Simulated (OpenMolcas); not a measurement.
# Cu²⁺ among point charges: CASSCF and CASPT2 levels and susceptibility

How does a field of 5 point charges split the states of Cu²⁺, and what χT follows?

Program: OpenMolcas 26.06. Level of theory: state-averaged CASSCF and CASPT2, spin-orbit coupling by RASSI with atomic mean-field integrals. These are calculated values, not measurements, unless marked.

**1. Starting point**

* Species: Cu²⁺ (copper, Z = 29, 27 electrons)
* Basis: ANO-RCC-VDZP [5s4p2d1f], 34 functions
* Scalar Hamiltonian: DKH2, point nucleus
* Inactive shells: 1s 2s 2p 3s 3p
* Active space: 9 electrons in 5 orbitals (3d)
* Some configurations of this space: 3d⁹
* Orbitals: optimised for each spin and parity, averaged over all roots

Outer shells as boxes (Hund's rule):

3d9
```
3d [↑↓][↑↓][↑↓][↑↓][↑ ]
```

The ion sits among 5 point charges of -2.5 e arranged as a trigonal bipyramid (D3h), 2.03 Å from the ion, with the axial distance 2.314 Å.

The work runs as a chain of OpenMolcas steps in one folder; each step below is one input file. Labels, J, g values, rates, χT and fits are worked out afterwards by a script from the matrices that RASSI stores.

**2. One- and two-electron integrals**

a.inp

```
&GATEWAY
Coord
1

Cu 0.0 0.0 0.0
Basis=ANO-RCC-VDZP
Group=NoSym
NoMove
AngMom=0.0 0.0 0.0
AMFI
XField
5 Angstrom 0
2.030000 0.000000 0.000000 -2.500000
-1.015000 1.758032 0.000000 -2.500000
-1.015000 -1.758032 0.000000 -2.500000
0.000000 0.000000 2.314200 -2.500000
0.000000 0.000000 -2.314200 -2.500000
&SEWARD
```

Run with:

```sh
$ OMP_NUM_THREADS=1 MOLCAS_MEM=1689 MOLCAS_PROJECT=a pymolcas a.inp > a.log
```

**3. Reference wave functions, doublets, 5 roots**

a.inp

```
&RASSCF
FileOrb=start.orb
Symmetry=1
Spin=2
nActEl=9 0 0
Inactive=9
Ras2=5
CIRoot=5 5 1
SDav=5
CIMx=300
Iter=120 100
PrWF=0.3
OrbListing=Nothing
MaxOrb=0
>>> COPY $Project.JobIph JOB001
```

start.orb holds the contracted functions of the basis, ordered by shell, or the orbitals of the step before.

**4. State interaction with spin-orbit coupling**

a.inp

```
&RASSI
NrOfJobIphs=1 5
1 2 3 4 5
IphNames
JOB001
EJob
SpinOrbit
DIPRint=1.0
SOCoupling=1000.0
Subsets=2
Property=9
'ANGMOM' 1 'ANGMOM' 2 'ANGMOM' 3 'MLTPL  1' 1 'MLTPL  1' 2 'MLTPL  1' 3
'AMFI' 1 'AMFI' 2 'AMFI' 3
SOProperty=3
'ANGMOM' 1 'ANGMOM' 2 'ANGMOM' 3
```

**5. CASPT2: IPEA 0.25, imaginary shift 0.1 (closed shells correlated: 3s 3p)**

a.inp

```
>>> COPY JOB001 $Project.JobIph
&CASPT2
Multistate=5 1 2 3 4 5
NoMult
Frozen=5
IPEA=0.25
Imaginary=0.1
MaxIter=60
WThr=0.0 0.3 0.05
PrWF=0.5
NoMix
```

(Steps that only read results are left out.)

**Question.** What will these runs give? Wanted: spin-free ground state; first state of the same spin within the active space; lowest level; next level.

The runs gave:

| quantity | value |
| --- | --- |
| method | SS-CASPT2, IPEA 0.25, imaginary shift 0.1 (closed shells correlated: 3s 3p) |
| spin-free ground state | 2A1, 1-fold in its orbital part |
| first state of the same spin within the active space | 2E at 1460 cm⁻¹ |
| lowest level | 2-fold E1/2, g = 1.85, 3.16, 3.16 |
| next level | 918.1 cm⁻¹ |
| χT at 300 K | 0.86 cm³ K/mol |
| effective moment at 300 K | 2.62 μB |

Cost by method:

```csv
method,time of its own steps,time with the reference
A. CASSCF,1.9 s,1.9 s
"B. SS-CASPT2, IPEA 0.25, imaginary shift 0.1, +3s 3p",0.67 s,2.6 s
```

Times are of one thread on a shared host.

The spin-free ground state (2A1) comes to 100 % from free-ion D terms and keeps the highest spin of the shell. χT at 300 K is 0.86, against 0.38 cm³ K/mol for the spin alone, so orbital moment adds to it. CASPT2 does not keep the components of a term degenerate, and the means are used. The field of point charges can differ much from that of real complexes. This is an electrostatic model: the charges have no orbitals.
